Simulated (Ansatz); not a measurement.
**CH₇BGeSe: basis-set convergence**

One table from this session's results is given with a row withheld; the runs are named, their logs left out.

Computed with Ansatz 0.2.0, Gaussian basis. Level: one geometry, several basis sets.

The runs, in order: PBE0-D4/def2-SVP; ωB97M-V/def2-SVP; PBE0-D4/def2-QZVPP; ωB97M-V/def2-QZVPP; the functionals' def2-TZVPP values are taken from earlier runs.

## The relaxed structure

All runs share one geometry, relaxed beforehand with PBE0-D4 in a triple-zeta def2 set.

11 atoms, charge 0, spin multiplicity 1.

Atoms are counted from 1 here; the program's logs count them from 0.

Bond lengths: B1–C2 1.531 Å, B1–H5 1.198 Å, B1–H6 1.198 Å, C2–Ge3 1.982 Å, C2–H7 1.091 Å, C2–H8 1.093 Å, Ge3–Se4 2.360 Å, Ge3–H9 1.538 Å, Ge3–H10 1.539 Å, Se4–H11 1.469 Å. Angles: C2–B1–H5 120.6°, C2–B1–H6 120.5°, H5–B1–H6 118.8°, B1–C2–Ge3 103.8°, B1–C2–H7 116.5°, B1–C2–H8 115.9°, Ge3–C2–H7 104.6°, Ge3–C2–H8 103.0°, H7–C2–H8 111.0°, C2–Ge3–Se4 106.9°, C2–Ge3–H9 110.9°, C2–Ge3–H10 109.0°, Se4–Ge3–H9 110.3°, Se4–Ge3–H10 109.8°, H9–Ge3–H10 109.9°, Ge3–Se4–H11 92.9°.

Set-up of the first run:

in.yaml reads:

```yaml
crystal:
  periodic: [false, false, false]
  atoms:
    - {symbol: B, position_ang: [-1.136218, 1.264529, -0.344691]}
    - {symbol: C, position_ang: [0.365456, 1.037500, -0.541239]}
    - {symbol: Ge, position_ang: [0.737547, -0.603262, 0.506673]}
    - {symbol: Se, position_ang: [-0.752795, -2.263260, -0.263912]}
    - {symbol: H, position_ang: [-1.929745, 0.785072, -1.102711]}
    - {symbol: H, position_ang: [-1.540204, 1.862310, 0.611504]}
    - {symbol: H, position_ang: [0.692520, 0.796871, -1.554377]}
    - {symbol: H, position_ang: [1.025175, 1.778292, -0.081817]}
    - {symbol: H, position_ang: [0.526416, -0.353836, 2.009148]}
    - {symbol: H, position_ang: [2.188771, -1.044313, 0.247469]}
    - {symbol: H, position_ang: [-0.111523, -3.316901, 0.534652]}
basis:
  gaussian: {orbitals: def2-SVP}
hamiltonian: {xc: pbe0, dispersion: d4}
output: {orbitals: {seedname: orbitals}}
```

Started as:

```console
$ ansatz run in.yaml --threads 4 --pin off --events-out ev --progress --plain --max-ram 10444MiB
```

Among the steps run: PBE0-D4 in def2-SVP; ωB97M-V in def2-SVP; PBE0-D4 in def2-QZVPP; ωB97M-V in def2-QZVPP.

One of the session's tables, all rows but one given; the rest of the session is left out.

It belongs to the step «Functionals by basis». 

| functional | basis | HOMO (eV) |
| --- | --- | --- |
| PBE0-D4 | def2-SVP | -6.86 |
| PBE0-D4 | def2-TZVPP | -6.98 |
| PBE0-D4 | def2-QZVPP | ? |
| ωB97M-V | def2-SVP | -9.00 |
| ωB97M-V | def2-TZVPP | -9.14 |
| ωB97M-V | def2-QZVPP | -9.15 |

Estimate the missing values for PBE0-D4, def2-QZVPP.

The run gave: HOMO (eV): -6.99. In the column «HOMO (eV)» it lies between ωB97M-V, def2-SVP (-9.00) and PBE0-D4, def2-TZVPP (-6.98).
